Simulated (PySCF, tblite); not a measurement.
# C₈H₁₁BO: geometry, infrared bands, NMR shifts and electronic excitations, part 2 of 2

tblite 0.8.0 and PySCF 2.14.0. Atoms count from 0.

**6. TDDFT and polarisability: CAM-B3LYP/def2-SVPD**

What the job is given:

```
{"job": {"kind": "uv", "xc": "CAM-B3LYP", "basis": "def2-SVPD", "ip": true}, "charge": 0, "multiplicity": 1}
C      2.368853     1.452469     0.102185
C      2.333146     0.159178    -0.235483
C      1.319708    -0.474033    -1.147273
B      0.187213    -0.928326    -0.137071
C      0.307841    -2.284682     0.649150
C     -1.018435     0.001637     0.089169
C     -2.094625    -0.044401     0.952849
C     -2.884824     1.110607     0.719758
C     -2.239654     1.790840    -0.278544
O     -1.137006     1.147586    -0.658984
H      3.114012     1.837321     0.803075
H      1.652432     2.167602    -0.314597
H      3.058656    -0.520501     0.229437
H      1.767336    -1.327272    -1.680309
H      0.947246     0.258365    -1.877636
H     -0.368777    -2.393600     1.509009
H      1.340098    -2.470441     0.987094
H      0.075648    -3.101735    -0.059339
H     -2.283723    -0.831660     1.680222
H     -3.805918     1.406762     1.216875
H     -2.459916     2.724143    -0.793237
```

With the program's defaults for keys left out, this is: TDDFT CAM-B3LYP/def2-SVPD, vertical, gas phase, core orbitals frozen in the response.

What it wrote:

```text
coarse grid: 17680 points
cycle   1  E = -410.8534642830  dE =  1.662e+00  |g| = 5.289e-01  |ddm| = 1.210e+01
cycle   2  E = -410.8610518521  dE = -7.588e-03  |g| = 5.659e-01  |ddm| = 2.053e+00
cycle   3  E = -410.9233727350  dE = -6.232e-02  |g| = 1.079e-01  |ddm| = 1.103e+00
cycle   4  E = -410.9252741223  dE = -1.901e-03  |g| = 4.871e-02  |ddm| = 2.632e-01
cycle   5  E = -410.9258196678  dE = -5.455e-04  |g| = 1.085e-02  |ddm| = 1.396e-01
cycle   6  E = -410.9258484090  dE = -2.874e-05  |g| = 3.464e-03  |ddm| = 3.524e-02
cycle   7  E = -410.9258520399  dE = -3.631e-06  |g| = 7.586e-04  |ddm| = 9.921e-03
final grid: 171176 points
cycle   8  E = -411.0143106992  dE = -5.282e-05  |g| = 4.353e-03  |ddm| = 1.708e-01
cycle   9  E = -411.0143116563  dE = -9.572e-07  |g| = 4.187e-03  |ddm| = 2.351e-02
cycle  10  E = -411.0143154787  dE = -3.822e-06  |g| = 8.273e-04  |ddm| = 8.841e-03
cycle  11  E = -411.0143156055  dE = -1.268e-07  |g| = 2.391e-04  |ddm| = 1.980e-03
cycle  12  E = -411.0143156199  dE = -1.440e-08  |g| = 4.859e-05  |ddm| = 7.547e-04
cycle  13  E = -411.0143156206  dE = -6.303e-10  |g| = 1.900e-05  |ddm| = 1.518e-04
converged SCF energy = -411.0143156206

Static polarisability (au): isotropic 112.596, principal 86.073 114.317 137.399

Singlet excitations
state   eV       nm        f      main configurations
  1   4.8836    253.9   0.22671   H->L 0.90
  2   5.2874    234.5   0.18127   H-1->L 0.87
  3   6.2266    199.1   0.02535   H-2->L 0.85
  4   6.4485    192.3   0.00364   H-3->L 0.89
  5   6.5906    188.1   0.00408   H->L+1 0.67, H->L+2 0.14
  6   6.8194    181.8   0.04501   H-4->L 0.44, H->L+2 0.30
  7   6.8667    180.6   0.15952   H->L+2 0.32, H-1->L+1 0.21, H-4->L 0.20
  8   6.9856    177.5   0.04055   H-1->L+1 0.27, H-4->L 0.19, H->L+3 0.17
  9   7.1519    173.4   0.08176   H-1->L+2 0.60
 10   7.2770    170.4   0.05592   H->L+3 0.48, H->L+5 0.08

Triplet excitations (Tamm-Dancoff, eV): 3.3654 3.9770 4.9042 5.1287
Vertical ionisation energy (delta-SCF) = 8.6433 eV
Vertical electron affinity (delta-SCF) = -0.1984 eV
```

Wall time 9.5 min (1 thread of Arm Neoverse V2, shared host); peak memory 1.6 GiB.

Frontier orbitals and where they lie:

| orbital | eV | atoms |
| --- | --- | --- |
| HOMO−3 | -10.51 | C4 24 %, B3 19 %, C2 13 % |
| HOMO−2 | -9.58 | C6 27 %, C7 27 %, O9 25 % |
| HOMO−1 | -8.46 | C0 23 %, C1 19 %, C2 11 % |
| HOMO | -8.02 | C5 20 %, C8 17 %, C0 12 % |
| LUMO | -0.31 | B3 24 %, C6 13 %, C5 12 % |
| LUMO+1 | 1.12 | B3 35 %, C4 7 %, H17 7 % |
| LUMO+2 | 1.47 | C1 23 %, C0 21 %, C8 8 % |

With each of the 10 states as a Gaussian band of 0.4 eV half-width at 1/e, the curve within the window shown has maxima at 246 nm (ε 13,000), 178 nm (ε 13,000) L/(mol cm). Beyond the last state computed it falls off for lack of states. The curve at chosen wavelengths:

| nm | ε (L/mol/cm) |
| --- | --- |
| 164 | 2871 |
| 169 | 7263 |
| 174 | 11772 |
| 179 | 13299 |
| 184 | 10912 |
| 189 | 6870 |
| 194 | 3744 |
| 199 | 2103 |
| 204 | 1370 |
| 209 | 1220 |
| 214 | 1793 |
| 219 | 3273 |
| 224 | 5520 |
| 229 | 8054 |
| 234 | 10324 |
| 239 | 11960 |
| 244 | 12791 |
| 249 | 12760 |
| 254 | 11891 |
| 259 | 10330 |
| 264 | 8353 |
| 269 | 6292 |
| 274 | 4427 |
| 279 | 2922 |
| 284 | 1819 |
| 289 | 1073 |

Further results of this job:

| property | computed |
| --- | --- |
| dipole moment (D) | 1.27 |
| polarisability (Å³) | 16.69 |
| HOMO–LUMO gap (eV) | 7.71 |
| −ε(HOMO) (eV) | 8.02 |

**7. NMR shieldings: CAM-B3LYP/pcSseg-1**

Same as in step 6 but for these lines:

```diff
@@ -1,2 +1,2 @@
-{"job": {"kind": "uv", "xc": "CAM-B3LYP", "basis": "def2-SVPD", "ip": true}, "charge": 0, "multiplicity": 1}
+{"job": {"kind": "nmr", "xc": "CAM-B3LYP", "basis": "pcSseg-1", "pop": false}, "charge": 0, "multiplicity": 1}
 C      2.368853     1.452469     0.102185
```

With the program's defaults for keys left out, this is: GIAO CAM-B3LYP/pcSseg-1 NMR shielding, non-relativistic, gas phase.

What it wrote:

```text
coarse grid: 17680 points
cycle   1  E = -411.0869000874  dE =  1.740e+00  |g| = 5.524e-01  |ddm| = 4.099e+00
cycle   2  E = -411.0953088683  dE = -8.409e-03  |g| = 5.894e-01  |ddm| = 8.359e-01
cycle   3  E = -411.1590747766  dE = -6.377e-02  |g| = 1.116e-01  |ddm| = 4.137e-01
cycle   4  E = -411.1610180743  dE = -1.943e-03  |g| = 4.843e-02  |ddm| = 9.385e-02
cycle   5  E = -411.1615331342  dE = -5.151e-04  |g| = 1.104e-02  |ddm| = 4.690e-02
cycle   6  E = -411.1615617567  dE = -2.862e-05  |g| = 3.589e-03  |ddm| = 1.224e-02
cycle   7  E = -411.1615654561  dE = -3.699e-06  |g| = 7.206e-04  |ddm| = 3.689e-03
final grid: 171176 points
cycle   8  E = -411.2523360162  dE = -4.329e-05  |g| = 5.191e-03  |ddm| = 2.509e-02
cycle   9  E = -411.2523366922  dE = -6.759e-07  |g| = 5.218e-03  |ddm| = 6.945e-03
cycle  10  E = -411.2523421786  dE = -5.486e-06  |g| = 1.031e-03  |ddm| = 3.363e-03
cycle  11  E = -411.2523423716  dE = -1.930e-07  |g| = 1.762e-04  |ddm| = 7.813e-04
cycle  12  E = -411.2523423802  dE = -8.570e-09  |g| = 5.440e-05  |ddm| = 2.380e-04
cycle  13  E = -411.2523423809  dE = -7.874e-10  |g| = 1.971e-05  |ddm| = 6.132e-05
converged SCF energy = -411.2523423809

GIAO shielding tensors (ppm)
atom      isotropic    diamagn.    paramagn.     s11        s22        s33       span
  0 C       53.376     254.960    -201.583    -68.357     74.209    154.276    222.634
  1 C       37.579     258.534    -220.955    -89.214     47.714    154.237    243.451
  2 C      151.634     252.414    -100.780    125.556    152.666    176.680     51.124
  3 B       38.378     190.027    -151.649    -20.066     19.264    115.937    136.003
  4 C      174.538     253.152     -78.614    158.998    179.615    185.001     26.004
  5 C       10.752     255.570    -244.819    -70.364      7.177     95.442    165.807
  6 C       43.983     256.935    -212.952    -59.858     34.149    157.658    217.516
  7 C       62.932     260.160    -197.227    -27.190     60.006    155.980    183.170
  8 C       24.614     250.710    -226.097    -64.725     34.372    104.195    168.920
  9 O        9.979     400.670    -390.691   -155.496    -75.366    260.797    416.293
 10 H       26.121      28.835      -2.714     23.302     25.173     29.888      6.587
 11 H       25.990      33.000      -7.010     22.281     25.386     30.303      8.022
 12 H       25.450      31.172      -5.721     23.074     25.178     28.098      5.025
 13 H       29.389      31.199      -1.810     26.332     28.056     33.778      7.447
 14 H       28.234      33.340      -5.106     24.970     27.943     31.789      6.819
 15 H       30.232      32.588      -2.356     25.109     29.690     35.898     10.789
 16 H       30.330      31.454      -1.124     26.004     29.807     35.178      9.174
 17 H       30.721      29.781       0.940     26.741     28.865     36.557      9.816
 18 H       23.774      33.321      -9.547     21.266     22.756     27.300      6.034
 19 H       24.689      30.509      -5.820     22.602     25.555     25.910      3.308
 20 H       23.625      29.446      -5.821     20.530     24.674     25.671      5.141
```

Run time: 62 s. Hardware: 1 thread of Arm Neoverse V2, shared host; peak memory 1.2 GiB.

Key values: δ C5 171.7, C8 157.8, C1 144.9, C6 138.5, H20 7.70, H18 7.55 ppm.

**8. Run by run: NMR shifts**

Shifts (ppm) of some atoms, chosen among heavy atoms and hydrogens apart, means over like atoms, with basis size and wall time:

| run | C5 | C8 | C1 | C6 | H10 | H13 | B3 | functions | time |
| --- | --- | --- | --- | --- | --- | --- | --- | --- | --- |
| PBE0/pcSseg-1 | 167.9 | 153.8 | 141.1 | 135.0 | 5.29 | 2.62 | 56.8 | 225 | 50 s |
| CAM-B3LYP/pcSseg-1 | 171.7 | 157.8 | 144.9 | 138.5 | 5.21 | 2.52 | 61.0 | 225 | 62 s |

**9. Summary of results**

The summary covers parts 1 to 2.

| quantity | value |
| --- | --- |
| strongest single infrared mode (GFN2-xTB) | 1264 cm⁻¹, 136 km/mol |
| zero-point energy (GFN2-xTB) | 105.6 kcal/mol |
| point group | C1 |
| rotational constants (main isotopes) | 2.07, 0.97, 0.75 GHz |
| ¹³C shifts against TMS (PBE0/pcSseg-1) | 167.9, 153.8, 141.1, 135.0, 127.4, 117.2, 31.8, 8.6 ppm |
| ¹H shifts against TMS (PBE0/pcSseg-1, means over atoms taken as alike) | 7.74, 7.59, 6.68, 5.90, 5.37, 5.29, 2.62, 0.92 ppm |
| ¹¹B shifts against BF3·OEt2 (PBE0/pcSseg-1) | 56.8 ppm |
| ¹⁷O shifts against H2O (PBE0/pcSseg-1) | 325.3 ppm |
| lowest singlet (CAM-B3LYP/def2-SVPD) | 4.88 eV (254 nm), f = 0.227 |
| lowest triplet | 3.37 eV |
| vertical ionisation energy (ΔSCF) | 8.64 eV |
| vertical electron affinity (ΔSCF) | -0.20 eV (unbound: the value hangs on the basis) |
| range of the shift of B3 | 56.8 to 61.0 ppm |

**Reading.** Over 193 steps the energy fell by 0.712 eV; of the close pairs, C5–O9 changed most, 1.304 to 1.365 Å (GFN2-xTB). All 57 modes are real, so the xTB geometry is a minimum. The strongest single mode, at 1264 cm⁻¹, is spread over several atoms, B3, C5, C6 among them. GFN2-xTB is a fitted tight-binding method: band positions and strengths are rough. Its intensities can rank the bands wrongly. The start of the PBE0/def2-SVP relaxation was shaken at random by about 0.01 Å, so part of the energy gained, and of the first lengths quoted, undoes that. Relaxing lowered the energy by 0.233 eV in 21 steps; the close pair that moved most is C1–H12, from 1.058 to 1.097 Å (PBE0/def2-SVP). No frequency check was run at this level, so the end point may be a saddle. At PBE0/pcSseg-1: The largest span, 414 ppm, is at O9, where the paramagnetic term is -390 ppm. NICS(1)zz of -27 ppm above the planar ring from C5 marks a diatropic (aromatic) ring current. The lowest singlet, at 4.88 eV, is HOMO→LUMO 0.90 and is bright. The lowest triplet lies 1.52 eV below the lowest singlet (triplets in Tamm-Dancoff, singlets in full TDDFT). ΔSCF puts the ionisation energy at 8.64 eV, 0.62 eV above −ε(HOMO). In ppm, B3 moves most: its shift spreads over 4.2 ppm, from 56.8 (PBE0/pcSseg-1) to 61.0 (CAM-B3LYP/pcSseg-1). These values are for one conformer; the search (at its own cheap level) found 2 more, at 0.02, 0.06 kcal/mol (those within 0.05 may be mirror or relabelled copies), and measured spectra average over such forms.
